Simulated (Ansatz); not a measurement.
# BF₂H₃OSi: one species, many methods

How much do the methods differ for BF₂H₃OSi? The plan is to run it at one geometry with functionals of several rungs and with coupled cluster. The yardstick is the atomisation energy at the CCSD(T) limit.

Computed with Ansatz 0.2.0, Gaussian basis. Level: functionals in def2-TZVPP, the program's frozen cores in correlated methods.

Levels to be run: LDA (SPW92), PBE-D4, revPBE-D4, BLYP-D4, r2SCAN-D4, B97M-V, PBE0-D4, B3LYP-D4, r2SCANh-D4, r2SCAN0-D4, HSE06-D4, BHLYP-D4, CAM-B3LYP-D4, LC-ωPBE, ωB97X-V, ωB97M-V, B2PLYP, PBE-QIDH; CCSD(T)/def2-SVP; CCSD(T)/def2-TZVPP; MP2/def2-QZVPP; extrapolation to the limit; RPA on PBE.

## 1. The geometry

An earlier PBE0-D4 in a triple-zeta def2 set relaxation fixed the geometry.

SMILES `O[SiH2]B(F)F`, 8 atoms, charge 0, spin multiplicity 1.

Atoms are counted from 1 here; the program's logs count them from 0.

Bond lengths: O1–Si2 1.649 Å, O1–H6 0.958 Å, Si2–B3 2.038 Å, Si2–H7 1.483 Å, Si2–H8 1.492 Å, B3–F4 1.320 Å, B3–F5 1.323 Å. Angles: Si2–O1–H6 118.0°, O1–Si2–B3 111.7°, O1–Si2–H7 106.5°, O1–Si2–H8 112.2°, B3–Si2–H7 110.4°, B3–Si2–H8 107.7°, H7–Si2–H8 108.4°, Si2–B3–F4 122.2°, Si2–B3–F5 121.6°, F4–B3–F5 116.2°.

As a file:

```xyz
8

O    -0.62625    0.56462    1.59984
Si   -0.09725   -0.56193    0.51871
B     0.57612    0.30253   -1.20006
F     1.23296   -0.37904   -2.11961
F     0.35781    1.57980   -1.46575
H    -1.18111    1.27469    1.27490
H     0.99722   -1.30497    1.18800
H    -1.16730   -1.53289    0.14815
```

## 2. LDA

This LDA is Slater exchange with PW92 correlation.

in.yaml reads:

```yaml
crystal:
  periodic: [false, false, false]
  atoms:
    - {symbol: O, position_ang: [-0.626248, 0.564620, 1.599838]}
    - {symbol: Si, position_ang: [-0.097250, -0.561934, 0.518710]}
    - {symbol: B, position_ang: [0.576115, 0.302527, -1.200056]}
    - {symbol: F, position_ang: [1.232958, -0.379043, -2.119606]}
    - {symbol: F, position_ang: [0.357813, 1.579805, -1.465746]}
    - {symbol: H, position_ang: [-1.181111, 1.274685, 1.274904]}
    - {symbol: H, position_ang: [0.997220, -1.304974, 1.188004]}
    - {symbol: H, position_ang: [-1.167296, -1.532885, 0.148152]}
basis:
  gaussian: {orbitals: def2-TZVPP}
hamiltonian: {xc: lda}
output: {orbitals: {seedname: orbitals}}
```

The run is started by

```bash
$ ansatz run in.yaml --threads 2 --pin off --events-out ev --progress --plain --max-ram 4352MiB
```

Further steps of the session: PBE-D4 (GGA); revPBE-D4 (GGA); BLYP-D4 (GGA); r2SCAN-D4 (meta-GGA); B97M-V (meta-GGA); B3LYP-D4 (hybrid); r2SCANh-D4 (hybrid); r2SCAN0-D4 (hybrid); HSE06-D4 (hybrid); BHLYP-D4 (hybrid); CAM-B3LYP-D4 (range-separated); LC-ωPBE (range-separated); ωB97X-V (range-separated); ωB97M-V (range-separated); B2PLYP (double hybrid); PBE-QIDH (double hybrid); CCSD(T) in def2-SVP; CCSD(T) in def2-TZVPP; MP2 in def2-QZVPP; RPA on PBE orbitals.

Q: Predict the results of all the runs planned. Wanted: atomisation energy, CCSD(T)/CBS; farthest beyond LDA; mean size of error, GGA; mean size of error, meta-GGA; mean size of error, hybrid; mean size of error, range-separated; mean size of error, double hybrid; gap, smallest and largest; T1 diagnostic.

As calculated:

| quantity | value |
| --- | --- |
| atomisation energy, CCSD(T)/CBS | 32.610 eV |
| functionals within 0.163 eV (0.5 %) | BLYP-D4, r2SCAN-D4, B97M-V, LC-ωPBE, ωB97X-V, ωB97M-V |
| farthest beyond LDA | BHLYP-D4 (-1.243 eV) |
| mean size of error, GGA | 0.349 eV |
| mean size of error, meta-GGA | 0.055 eV |
| mean size of error, hybrid | 0.480 eV |
| mean size of error, range-separated | 0.083 eV |
| mean size of error, double hybrid | 0.357 eV |
| gap, smallest and largest | 4.87 eV (LDA (SPW92)), 12.54 eV (LC-ωPBE) |
| T1 diagnostic | 0.0132 |
| triples share of the correlation energy | 3.1 % |

**Reading.** LDA overbinds by 4.794 eV (15 %). PBE-D4 misses by +0.452 eV. Double hybrids carry the basis error of their MP2 part in triple zeta, and no dispersion term here, so their miss is partly the set-up's. The rungs meta-GGA, range-separated miss on average by less than the doubt on the reference (0.163 eV), so they tie. Misses under about 0.163 eV are within the doubt on the reference itself, which lacks core-valence correlation, relativity and higher excitations. Hartree-Fock recovers 74 % of the binding; the rest is correlation. CCSD(T) in def2-SVP is off by -2.112 eV, worse than the median functional, from the basis alone. The gap grows from 4.9 to 12.5 eV across the functionals, mostly with the share of exact exchange.
